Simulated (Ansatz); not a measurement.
**Fe (bcc type): a single-point run**

The task is a single-point run on Fe (bcc type). The structure is shown as the input types it.

Computed with Ansatz 0.2.0 (DFT, PBE, PAW with Ansatz's default frozen-core files, scalar-relativistic (as first typed), unless a step's input says otherwise).

## Step 1: Starting point

Symmetry: Im-3m, No. 229, cubic system. The conventional cell has a = 2.831 Å, b = 2.831 Å, c = 2.831 Å, α = 90.00°, β = 90.00°, γ = 90.00°. Around Fe (site symmetry m-3m) lie 8 Fe at 2.45 Å.

Coordinates:

```xyz
3
Lattice="0.0000 2.8314 -2.8314 -2.8314 0.0000 2.8314 1.4157 1.4157 1.4157" Properties=species:S:1:pos:R:3 pbc="T T T"
Fe    0.0000    0.0000    0.0000
Fe   -1.4157    1.4157    1.4157
Fe    0.0000    2.8314    0.0000
```

## Step 2: Input and run

The input, input.yaml:

```yaml
crystal:
  lattice:
    - [0.0, 2.8313533229, -2.8313533229]
    - [-2.8313533229, 0.0, 2.8313533229]
    - [1.4156766615, 1.4156766615, 1.4156766615]
  atoms:
    - { symbol: Fe, position: [0.0, 0.0, 0.0], spin: 2.5 }
    - { symbol: Fe, position: [0.333333333, 0.666666667, 0.333333333], spin: 2.5 }
    - { symbol: Fe, position: [0.666666667, 0.333333333, 0.666666667], spin: 2.5 }
magnetization:
  spin_polarized: true
kpoints:
  mp_grid: { grid: [11, 11, 15] }
scf:
  occupations: { method: fermi_dirac, width: 0.1 }
  max_iter: 60
hamiltonian:
  xc: pbe
  pseudopotentials: { kind: paw }
output:
  forces: true
  stress: true
  eigenvalues: true
basis:
  ecutwfc: "400 K"
```

Command:

```console
ansatz run input.yaml --threads 3 --pin off --max-ram 9216MiB --backend cpu --events-out ev --progress --plain --runs-dir out
```

What happens when this is run?

The run ended at the input check. The line that matters: «inconsistent input (basis.ecutwfc, kpoints): the smallest per-k basis holds n_pw = 0 plane waves (k-point 1, counted from 0 among those solved) but the deck needs at least 28 band(s) per channel ...»

Look at the input: basis.ecutwfc is 400 K. The trouble is the unit typed with the number. At this value the smallest basis holds 0 plane waves, fewer than the 28 bands to be solved.

The cure: delete basis.ecutwfc (the default then holds).
